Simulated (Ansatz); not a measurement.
Task: an atomisation energy of C₂H₅NS, SMILES NC=CS, with Ansatz 0.2.0 through its Python package. Give the script and its output. Level of theory (for the species named): PBE, cc-pVTZ basis, multiplicity 1, D3BJ dispersion.

`tae.py`:
```python
from collections import Counter

import ansatz as az
from rdkit import Chem
from rdkit.Chem import AllChem


def single_point(molecule, charge=0, unpaired=0):
    calc = (
        molecule.calculation()
        .basis(gaussian="cc-pVTZ")
        .functional("pbe", dispersion="d3bj")
    )
    if charge:
        calc = calc.charge(charge)
    if unpaired:
        calc = calc.spin("collinear", total=unpaired)
    return calc.run(threads=1, pin="off").report["free_energy_ev"]

rd = Chem.AddHs(Chem.MolFromSmiles("NC=CS"))
AllChem.EmbedMolecule(rd, randomSeed=628)
AllChem.UFFOptimizeMolecule(rd)
geometry = az.Crystal.molecule()
for atom, xyz in zip(rd.GetAtoms(), rd.GetConformer().GetPositions()):
    geometry = geometry.atom(atom.GetSymbol(), xyz.round(5).tolist())

unpaired = {"N": 3, "C": 2, "S": 2, "H": 1}
counts = Counter(site.symbol for site in geometry.cartesian_sites)
atom_energy = {s: single_point(az.Crystal.molecule().atom(s, (0, 0, 0)), 0, unpaired[s]) for s in counts}
whole = single_point(geometry, 0, 0)
for s, e in atom_energy.items():
    print(f"{s:2s} x{counts[s]}  {e:14.5f} eV")
print(f"C2H5NS: {whole:.5f} eV")
split = sum(counts[s] * e for s, e in atom_energy.items()) - whole
print(f"atomisation energy (no zero-point term): {23.060548 * split:.1f} kcal/mol, {split / sum(counts.values()):.3f} eV an atom")
```

```console
$ python tae.py
N  x1     -1483.82804 eV
C  x2     -1028.45225 eV
S  x1    -10828.60979 eV
H  x5       -13.59534 eV
C2H5NS: -14472.68809 eV
atomisation energy (no zero-point term): 815.6 kcal/mol, 3.930 eV an atom
```

815.6 kcal/mol from the electronic energies, without the zero-point term.

Caveats:
- Total energies depend on the basis set; only differences at equal settings carry meaning.
- The geometry is a force-field or estimated start, not a minimum of this method, and the basis set is short of its limit. All parts are taken at fixed geometry, without zero-point energy.
- For Al to Cl the sets with a tight d function, cc-pV(X+d)Z, are usual.
- This functional overbinds, so such energies come out a few per cent too high (LDA far more).
- It ran for 5.7 s on 1 thread of Arm Neoverse V1 (shared host), peak memory 0.33 GiB.
